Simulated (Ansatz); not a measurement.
Crystal: SiSe.

```
CELL_PARAMETERS angstrom
3.59520 0.00000 0.00000
-1.79760 3.11353 0.00000
0.00000 0.00000 3.59873
ATOMIC_POSITIONS crystal
Si 0.66667 0.33333 0.50000
Se 0.00000 0.00000 0.00000
```

The cell was built by a generator and needn't be a form met in nature.

- Program: Ansatz 0.2.0
- Task: relaxation of cell and atoms
- Functional: HF
- Potentials or basis: Ansatz PAW
- Cutoff: 420 eV (not typed: the program's choice for these potentials)
- k mesh: 5 × 5 × 4
- Occupations: fermi-dirac, width 0.05 eV
- Spin: no spin polarisation

At the start: volume 20.14 Å³/atom.

Problem. How do energy, volume and symmetry change on relaxing?

Solution. It ends after 6 steps and the volume is 21.88 Å³/atom (+8.6 %); space group P-6m2 (No. 187, to 0.05 Å).

The path:
```
step  energy change (eV)  largest force (eV/Å)  volume (Å³)
   1              0.0000                0.0000        40.28
   2             -0.0461                0.0000        45.15
   3             -0.0535                0.0000        43.96
   4             -0.0543                0.0000        43.58
   5             -0.0546                0.0000        43.76
   6             -0.0561                0.0000        43.76
```

Final structure:
```
CELL_PARAMETERS angstrom
3.71696 0.00000 0.00000
-1.85848 3.21898 0.00000
0.00000 0.00000 3.65722
ATOMIC_POSITIONS crystal
Si 0.66667 0.33333 0.50000
Se 0.00000 0.00000 0.00000
```

Caveat: the k mesh is coarse (spacing up to 0.44 Å⁻¹), so the values aren't converged, least of all with exact exchange; the plane-wave basis is chosen anew once the cell has moved, so the energies of steps on either side of that aren't comparable; the PAW data sets come from PBE, with cores solved anew for the run's functional, which leaves a small shift of forces and pressure.
